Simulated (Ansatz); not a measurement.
# Be2ZnSe3: the cost of one run

Computed with Ansatz 0.2.0 (DFT PBE, scalar-relativistic, plane waves, PAW, unless a step's input says otherwise).

2 further runs of the same task are left out: 2 that didn't finish.

### 1 The structure to begin with

It takes space group P3m1 (No. 156, trigonal). The conventional cell has a = 3.790 Å, b = 3.790 Å, c = 9.341 Å, α = 90.00°, β = 90.00°, γ = 120.00°. Around Be (site symmetry 3m) lie 4 Se at 2.23 to 2.30 Å. Be (site symmetry 3m) has 4 Se at 2.24 to 2.30 Å as nearest neighbours. Around Zn (site symmetry 3m) lie 4 Se at 2.41 to 2.46 Å. Se (site symmetry 3m) is surrounded by 1 Be at 2.23 Å and 3 Zn at 2.41 Å. Se (site symmetry 3m) is surrounded by 4 Be at 2.24 to 2.30 Å. Se (site symmetry 3m) is surrounded by 3 Be at 2.30 Å and 1 Zn at 2.46 Å.

As a file:

```
Be Zn Se
1.0
     3.78997    0.00000    0.00000
    -1.89498    3.28221    0.00000
     0.00000    0.00000    9.34066
Be Zn Se
2 1 3
Cartesian
  1.8950 1.0941 3.1924
  0.0000 2.1881 6.1421
  0.0000 0.0000 9.3074
  1.8950 1.0941 0.9656
  0.0000 2.1881 3.9013
  0.0000 0.0000 6.8482
```

The cell was relaxed beforehand at this level, from a generated guess; it is a trial structure. At a tolerance of 0.02 Å it has space group P3m1 (No. 156); it has 19.37 Å³/atom, an uncorrected energy of -0.73 eV/atom over the elements.

### 2 Electronic structure at the relaxed geometry

File input.yaml:

```yaml
crystal:
  lattice:
    - [3.7899660878, 0.0, 0.0]
    - [-1.8949830439, 3.2822069115, 0.0]
    - [0.0, 0.0, 9.3406571091]
  atoms:
    - { symbol: Be, position: [0.6666666667, 0.3333333333, 0.3417775604] }
    - { symbol: Be, position: [0.3333333333, 0.6666666667, 0.6575700365] }
    - { symbol: Zn, position: [0.0, 0.0, 0.9964422353] }
    - { symbol: Se, position: [0.6666666667, 0.3333333333, 0.103378284] }
    - { symbol: Se, position: [0.3333333333, 0.6666666667, 0.4176664814] }
    - { symbol: Se, position: [0.0, 0.0, 0.7331654025] }
basis:
  ecutwfc: 420
kpoints:
  mp_grid: { grid: [12, 12, 4] }
  band_path:
    path:
      - [[0.0, 0.0, 0.0], [0.5, 0.0, 0.0], [0.33333333, 0.33333333, 0.0], [0.0, 0.0, 0.0], [0.0, 0.0, 0.5], [0.5, 0.0, 0.5], [0.33333333, 0.33333333, 0.5], [0.0, 0.0, 0.5]]
      - [[0.5, 0.0, 0.5], [0.5, 0.0, 0.0]]
      - [[0.33333333, 0.33333333, 0.5], [0.33333333, 0.33333333, 0.0]]
    npoints: 14
hamiltonian:
  xc: pbe
scf:
  occupations: { method: gaussian, width: 0.02 }
  n_extra_bands: 15
output:
  forces: true
  stress: true
  eigenvalues: true
  populations: true
  dos: { projected: true, de: 0.02, nscf_kmesh: { grid: [18, 18, 6] } }
  bader: true
```

Started as:

```sh
$ ansatz run input.yaml --threads 1 --pin off --max-ram 2560MiB --backend cpu --events-out ev --progress --plain --runs-dir out
```

**Question.** How long does this run take on 1 thread of Intel Xeon 6975P-C (Granite Rapids), shared host, and how much memory does it need?

About 1.8 min, with a peak of 0.86 GiB.
